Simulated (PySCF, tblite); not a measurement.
# 3-methyl-2-furoic acid (C₆H₆O₃): a rotation path, then NMR shifts on frames, part 2 of 2

tblite 0.8.0 and PySCF 2.14.0. Atoms count from 0. Earlier steps stand in the parts before.

### 5 NMR shieldings: image 4, PBE0/pcSseg-1

The job: settings as JSON, then the geometry in Å.

```
{"job": {"kind": "nmr", "xc": "PBE0", "basis": "pcSseg-1", "pop": false}, "charge": 0, "multiplicity": 1}
C     -0.345100     1.839200    -0.187600
C     -0.581300     0.380900    -0.001600
C     -1.815800    -0.252100     0.307300
C     -1.559700    -1.584900     0.373900
O     -0.264400    -1.831800     0.133300
C      0.328100    -0.639600    -0.096400
C      1.782600    -0.621600    -0.429900
O      2.234700    -0.685100    -1.539200
O      2.538700    -0.513000     0.664900
H     -1.267900     2.390200    -0.027100
H      0.403600     2.203000     0.514400
H      0.012900     2.039900    -1.196300
H     -2.759700     0.229200     0.457600
H     -2.194200    -2.426400     0.570200
H      3.483100    -0.519800     0.434800
```

Level: GIAO PBE0/pcSseg-1 NMR shielding, non-relativistic, gas phase.

Standard output:

```text
coarse grid: 13496 points
cycle   1  E = -457.0820977065  dE =  1.930e+00  |g| = 9.863e-01  |ddm| = 3.801e+00
cycle   2  E = -456.7118679683  dE =  3.702e-01  |g| = 1.733e+00  |ddm| = 1.965e+00
cycle   3  E = -457.2467109241  dE = -5.348e-01  |g| = 3.219e-01  |ddm| = 1.416e+00
cycle   4  E = -457.2650960328  dE = -1.839e-02  |g| = 9.465e-02  |ddm| = 2.721e-01
cycle   5  E = -457.2665416192  dE = -1.446e-03  |g| = 2.270e-02  |ddm| = 6.659e-02
cycle   6  E = -457.2666504820  dE = -1.089e-04  |g| = 6.597e-03  |ddm| = 2.467e-02
cycle   7  E = -457.2666580942  dE = -7.612e-06  |g| = 2.867e-03  |ddm| = 6.873e-03
final grid: 133104 points
cycle   8  E = -457.3503228123  dE = -1.074e-05  |g| = 1.633e-02  |ddm| = 3.853e-02
cycle   9  E = -457.3502120364  dE =  1.108e-04  |g| = 2.914e-02  |ddm| = 2.986e-02
cycle  10  E = -457.3503706216  dE = -1.586e-04  |g| = 2.838e-03  |ddm| = 2.044e-02
cycle  11  E = -457.3503721915  dE = -1.570e-06  |g| = 4.823e-04  |ddm| = 2.011e-03
cycle  12  E = -457.3503722286  dE = -3.714e-08  |g| = 1.834e-04  |ddm| = 4.399e-04
cycle  13  E = -457.3503722342  dE = -5.620e-09  |g| = 7.762e-05  |ddm| = 1.696e-04
cycle  14  E = -457.3503722355  dE = -1.216e-09  |g| = 1.513e-05  |ddm| = 6.866e-05
cycle  15  E = -457.3503722355  dE = -4.320e-11  |g| = 7.429e-06  |ddm| = 2.263e-05
converged SCF energy = -457.3503722355

GIAO shielding tensors (ppm)
atom      isotropic    diamagn.    paramagn.     s11        s22        s33       span
  0 C      175.826     244.860     -69.035    166.162    170.137    191.178     25.016
  1 C       60.298     261.928    -201.630    -14.575     40.260    155.211    169.787
  2 C       67.035     252.344    -185.309    -18.273     72.749    146.630    164.904
  3 C       41.338     251.988    -210.650    -36.981     50.611    110.383    147.364
  4 O       32.617     397.661    -365.044   -102.699    -36.027    236.577    339.276
  5 C       39.161     257.580    -218.419    -36.802     47.548    106.737    143.539
  6 C       17.515     246.585    -229.070    -91.047     63.932     79.660    170.707
  7 O     -145.401     401.302    -546.703   -417.313   -277.724    258.834    676.147
  8 O      111.310     390.984    -279.674    -45.899    146.174    233.654    279.553
  9 H       29.569      28.690       0.879     24.114     28.593     36.000     11.886
 10 H       29.293      28.892       0.401     24.186     28.285     35.408     11.222
 11 H       29.233      28.711       0.522     24.325     27.904     35.468     11.143
 12 H       25.181      32.463      -7.281     23.320     25.558     26.667      3.347
 13 H       24.349      29.841      -5.492     21.500     25.153     26.392      4.892
 14 H       24.907      29.002      -4.094     18.802     22.645     33.274     14.472
```

Wall time 82 s (1 thread of Intel Xeon at 2.50GHz, shared host); peak memory 0.82 GiB.

This run: δ C6 169.4, C5 147.8, C3 145.6, C1 126.6, H13 7.37, H14 6.81 ppm.

### 6 Nuclear shieldings: image 6, PBE0/pcSseg-1

The job: settings as JSON, then the geometry in Å.

```
{"job": {"kind": "nmr", "xc": "PBE0", "basis": "pcSseg-1", "pop": false}, "charge": 0, "multiplicity": 1}
C     -0.432500     1.866000    -0.310200
C     -0.602800     0.412600    -0.050200
C     -1.801400    -0.253200     0.304700
C     -1.476600    -1.564600     0.481100
O     -0.171300    -1.763000     0.288900
C      0.366200    -0.567200    -0.050100
C      1.805700    -0.476600    -0.331800
O      2.294500     0.165100    -1.226200
O      2.536300    -1.183600     0.540100
H     -1.382800     2.380200    -0.193400
H      0.285100     2.297300     0.386300
H     -0.053700     2.029900    -1.316600
H     -2.770200     0.188300     0.413400
H     -2.080700    -2.420100     0.713100
H      3.479800    -1.103000     0.328900
```

Level: GIAO PBE0/pcSseg-1 NMR shielding, non-relativistic, gas phase.

Standard output:

```text
coarse grid: 13496 points
cycle   1  E = -457.0954247349  dE =  1.931e+00  |g| = 9.825e-01  |ddm| = 3.819e+00
cycle   2  E = -456.7376976039  dE =  3.577e-01  |g| = 1.705e+00  |ddm| = 2.223e+00
cycle   3  E = -457.2575567251  dE = -5.199e-01  |g| = 3.193e-01  |ddm| = 1.630e+00
cycle   4  E = -457.2756085990  dE = -1.805e-02  |g| = 9.237e-02  |ddm| = 2.823e-01
cycle   5  E = -457.2769503524  dE = -1.342e-03  |g| = 2.455e-02  |ddm| = 6.792e-02
cycle   6  E = -457.2770670663  dE = -1.167e-04  |g| = 9.428e-03  |ddm| = 2.626e-02
cycle   7  E = -457.2770839310  dE = -1.686e-05  |g| = 3.481e-03  |ddm| = 9.826e-03
cycle   8  E = -457.2770864852  dE = -2.554e-06  |g| = 5.988e-04  |ddm| = 2.915e-03
final grid: 133104 points
cycle   9  E = -457.3599367619  dE = -2.321e-05  |g| = 1.448e-02  |ddm| = 3.895e-02
cycle  10  E = -457.3598656171  dE =  7.114e-05  |g| = 2.445e-02  |ddm| = 2.622e-02
cycle  11  E = -457.3599738453  dE = -1.082e-04  |g| = 2.596e-03  |ddm| = 1.780e-02
cycle  12  E = -457.3599751978  dE = -1.352e-06  |g| = 4.101e-04  |ddm| = 1.965e-03
cycle  13  E = -457.3599752229  dE = -2.516e-08  |g| = 1.716e-04  |ddm| = 3.637e-04
cycle  14  E = -457.3599752277  dE = -4.778e-09  |g| = 7.590e-05  |ddm| = 1.649e-04
cycle  15  E = -457.3599752288  dE = -1.111e-09  |g| = 1.558e-05  |ddm| = 7.079e-05
cycle  16  E = -457.3599752289  dE = -5.627e-11  |g| = 4.390e-06  |ddm| = 2.049e-05
converged SCF energy = -457.3599752289

GIAO shielding tensors (ppm)
atom      isotropic    diamagn.    paramagn.     s11        s22        s33       span
  0 C      174.283     244.874     -70.592    164.468    169.606    188.773     24.305
  1 C       50.291     261.963    -211.672    -26.758     21.602    156.030    182.787
  2 C       65.607     253.081    -187.474    -18.506     69.351    145.976    164.481
  3 C       39.053     251.775    -212.722    -40.667     46.816    111.010    151.677
  4 O       30.118     397.882    -367.765   -116.329    -36.181    242.863    359.192
  5 C       40.001     257.479    -217.478    -29.216     46.508    102.711    131.927
  6 C       20.703     246.649    -225.946    -79.698     63.077     78.729    158.427
  7 O     -101.078     403.593    -504.671   -334.211   -236.843    267.821    602.032
  8 O      123.023     389.545    -266.522    -21.660    149.373    241.357    263.016
  9 H       29.588      28.736       0.852     24.134     28.771     35.860     11.726
 10 H       29.282      28.995       0.287     24.388     28.229     35.229     10.841
 11 H       28.799      28.654       0.145     23.615     27.698     35.084     11.470
 12 H       25.128      32.649      -7.521     23.232     25.365     26.788      3.556
 13 H       24.300      29.837      -5.537     21.327     25.242     26.331      5.004
 14 H       25.327      28.878      -3.551     19.902     22.548     33.532     13.630
```

Wall time 82 s (1 thread of Intel Xeon at 2.50GHz, shared host); peak memory 0.82 GiB.

In short: δ C6 166.2, C3 147.9, C5 146.9, C1 136.6, H13 7.42, H12 6.59 ppm.

### 7 Shielding tensors: image 8, PBE0/pcSseg-1

The job: settings as JSON, then the geometry in Å.

```
{"job": {"kind": "nmr", "xc": "PBE0", "basis": "pcSseg-1", "pop": false}, "charge": 0, "multiplicity": 1}
C     -0.455800     1.849100    -0.408200
C     -0.613400     0.423700    -0.032100
C     -1.809200    -0.258500     0.285600
C     -1.453500    -1.547100     0.563300
O     -0.139300    -1.719900     0.445500
C      0.387300    -0.525100     0.082500
C      1.817900    -0.377500    -0.129000
O      2.355800     0.655200    -0.454300
O      2.501000    -1.515500     0.072800
H     -1.419100     2.351600    -0.414500
H      0.211600     2.348400     0.291600
H      0.002400     1.928100    -1.392300
H     -2.796500     0.155300     0.303300
H     -2.038400    -2.400100     0.848300
H      3.444900    -1.359500    -0.084400
```

Method: GIAO PBE0/pcSseg-1 NMR shielding, non-relativistic, gas phase.

Standard output:

```text
coarse grid: 13496 points
cycle   1  E = -457.1028669628  dE =  1.935e+00  |g| = 9.833e-01  |ddm| = 3.833e+00
cycle   2  E = -456.7439035275  dE =  3.590e-01  |g| = 1.699e+00  |ddm| = 2.480e+00
cycle   3  E = -457.2650331907  dE = -5.211e-01  |g| = 3.191e-01  |ddm| = 1.840e+00
cycle   4  E = -457.2830674857  dE = -1.803e-02  |g| = 9.134e-02  |ddm| = 2.970e-01
cycle   5  E = -457.2843518168  dE = -1.284e-03  |g| = 2.600e-02  |ddm| = 6.932e-02
cycle   6  E = -457.2844796177  dE = -1.278e-04  |g| = 1.053e-02  |ddm| = 2.769e-02
cycle   7  E = -457.2845013892  dE = -2.177e-05  |g| = 3.465e-03  |ddm| = 1.085e-02
cycle   8  E = -457.2845039246  dE = -2.535e-06  |g| = 5.405e-04  |ddm| = 2.914e-03
final grid: 133104 points
cycle   9  E = -457.3676381902  dE = -2.130e-05  |g| = 1.521e-02  |ddm| = 3.928e-02
cycle  10  E = -457.3675558331  dE =  8.236e-05  |g| = 2.595e-02  |ddm| = 2.962e-02
cycle  11  E = -457.3676799241  dE = -1.241e-04  |g| = 2.609e-03  |ddm| = 2.026e-02
cycle  12  E = -457.3676812938  dE = -1.370e-06  |g| = 4.065e-04  |ddm| = 2.013e-03
cycle  13  E = -457.3676813182  dE = -2.437e-08  |g| = 1.701e-04  |ddm| = 3.626e-04
cycle  14  E = -457.3676813231  dE = -4.941e-09  |g| = 7.143e-05  |ddm| = 1.655e-04
cycle  15  E = -457.3676813240  dE = -9.363e-10  |g| = 1.772e-05  |ddm| = 7.113e-05
converged SCF energy = -457.3676813240

GIAO shielding tensors (ppm)
atom      isotropic    diamagn.    paramagn.     s11        s22        s33       span
  0 C      171.581     244.485     -72.905    162.163    168.934    183.644     21.481
  1 C       41.946     262.738    -220.793    -36.919      6.373    156.383    193.302
  2 C       65.260     253.231    -187.971    -17.321     66.814    146.287    163.609
  3 C       36.813     251.511    -214.698    -44.069     43.792    110.714    154.783
  4 O       30.508     397.830    -367.322   -125.702    -32.088    249.313    375.015
  5 C       42.038     257.713    -215.675    -21.836     49.798     98.151    119.987
  6 C       23.281     246.269    -222.988    -71.054     63.845     77.052    148.106
  7 O      -68.586     405.059    -473.646   -275.752   -199.712    269.705    545.457
  8 O      133.885     388.482    -254.597     -1.481    151.456    251.680    253.162
  9 H       29.518      28.693       0.825     23.948     28.885     35.721     11.774
 10 H       28.850      28.816       0.033     24.071     27.733     34.744     10.673
 11 H       28.853      28.809       0.044     24.080     27.724     34.755     10.676
 12 H       25.063      32.704      -7.641     23.022     25.290     26.877      3.854
 13 H       24.240      29.872      -5.632     21.142     25.358     26.221      5.079
 14 H       25.611      28.739      -3.128     20.902     22.137     33.795     12.894
```

Wall time 76 s (1 thread of Intel Xeon at 2.50GHz, shared host); peak memory 0.82 GiB.

In short: δ C6 163.6, C3 150.1, C1 145.0, C5 144.9, H13 7.48, H12 6.65 ppm.

### 8 Run by run: NMR shifts

Shifts (ppm) of some atoms, chosen among heavy atoms and hydrogens apart, with basis size and wall time:

```
  frame     C6     C1   H14   H10     O7     O4     O8  functions  time
image 0  162.9  141.4  6.15  2.81  410.8  310.8  203.5        183  67 s
image 2  166.4  134.4  6.42  2.87  446.7  309.6  212.8        183  65 s
image 4  169.4  126.6  6.81  2.42  481.5  303.5  224.8        183  82 s
image 6  166.2  136.6  6.39  2.44  437.2  306.0  213.1        183  82 s
image 8  163.6  145.0  6.11  2.87  404.7  305.6  202.2        183  76 s
```

### 9 Results

What follows sums up all 2 parts.

```
                                       quantity                                        value
                       lowest and highest image                          -0.044 and 0.274 eV
13C shifts against TMS (PBE0/pcSseg-1, image 0)  162.9, 151.9, 146.1, 141.4, 121.6, 15.7 ppm
 1H shifts against TMS (PBE0/pcSseg-1, image 0)       7.64, 6.60, 6.15, 2.81, 2.81, 2.16 ppm
17O shifts against H2O (PBE0/pcSseg-1, image 0)                      410.8, 310.8, 203.5 ppm
                       range of the shift of O7                           404.7 to 481.5 ppm
```

What this shows: The band dips 1.0 kcal/mol below its start, so the start is not the lowest point of the turn; from the lowest image the climb to the highest is 7.3 kcal/mol (GFN2-xTB, rough). Shifts at one fixed geometry are not the observed spectrum, which averages over the motion. In the first frame run (image 0): The largest span, 555 ppm, is at O7, where the paramagnetic term is -474 ppm. NICS(1)zz of -25 ppm above the planar ring from C1 marks a diatropic (aromatic) ring current. In ppm, O7 moves most: its shift spreads over 76.8 ppm, from 404.7 (image 8) to 481.5 (image 4).
